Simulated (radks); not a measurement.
# Se²⁺ in [Ar] 3d9 4s2 4p2 5p1: an all-electron calculation

An exercise on one series of results from a longer session: the logs are not shown, and one member is left open.

Program: radks (a radial shooting solver on a logarithmic mesh, Libxc functionals) version 1. Level of theory: scalar-relativistic Kohn-Sham, PBE, spin-polarised, spherical densities, finite nucleus; open shells are filled with parallel spins first. These are calculated values, not measurements, unless marked.

### The atom as given

```
element            : selenium (Z = 34)
charge             : +2
electrons          : 32
configuration      : [Ar] 3d9 4s2 4p2 5p1
nuclear rms radius : 4.14 fm
```

The outer shells:

Se²⁺
```
[Ar] core
3d [↑↓][↑↓][↑↓][↑↓][↑ ]
4s [↑↓]
4p [↑ ][↑ ][  ]
5p [↑ ][  ][  ]
```

The first run:

Input:

```text
Z 34
configuration [Ar] 3d9 4s2 4p2 5p1
relativity scalar-relativistic
functional pbe,pbe
spin polarised
nucleus finite rms 4.14 fm
c 137.035999084
```

The run is started by

```console
python run_ks.py task.json out
```

This one command runs every case of the session in turn.

One table of the session follows, with a row left open; its other results are not shown here.

It belongs to the step «Shells». From the orbitals of this run (lengths in bohr):

| level | <r> | outermost maximum (interpolated) | 90 % within | nodes |
| --- | --- | --- | --- | --- |
| 1s up | 0.04408 | 0.0288 | 0.0788 | 0 |
| 1s down | 0.04408 | 0.0288 | 0.0788 | 0 |
| 2s up | 0.1960 | 0.164 | 0.303 | 1 |
| 2s down | 0.1959 | 0.164 | 0.303 | 1 |
| 2p up | 0.1712 | 0.132 | 0.279 | 0 |
| 2p down | 0.1711 | 0.132 | 0.279 | 0 |
| 3s up | 0.5689 | 0.500 | 0.846 | 2 |
| 3s down | 0.5693 | 0.501 | 0.847 | 2 |
| 3p up | 0.5818 | 0.497 | 0.888 | 1 |
| 3p down | 0.5823 | 0.498 | 0.888 | 1 |
| 3d up | 0.6058 | 0.446 | 0.995 | 0 |
| 3d down | 0.6059 | 0.447 | 0.994 | 0 |
| 4s up | 1.586 | 1.41 | 2.31 | 3 |
| 4s down | 1.590 | 1.40 | 2.33 | 3 |
| 4p up | 1.805 | 1.58 | 2.66 | 2 |
| 4p down | 1.827 | 1.58 | 2.71 | 2 |
| 5p up | ? | ? | ? | ? |

**Question.** Estimate the row for 5p up.

As computed: <r>: 4.415; outermost maximum (interpolated): 4.16; 90 % within: 6.25; nodes: 3. In the column «<r>» it is the highest.
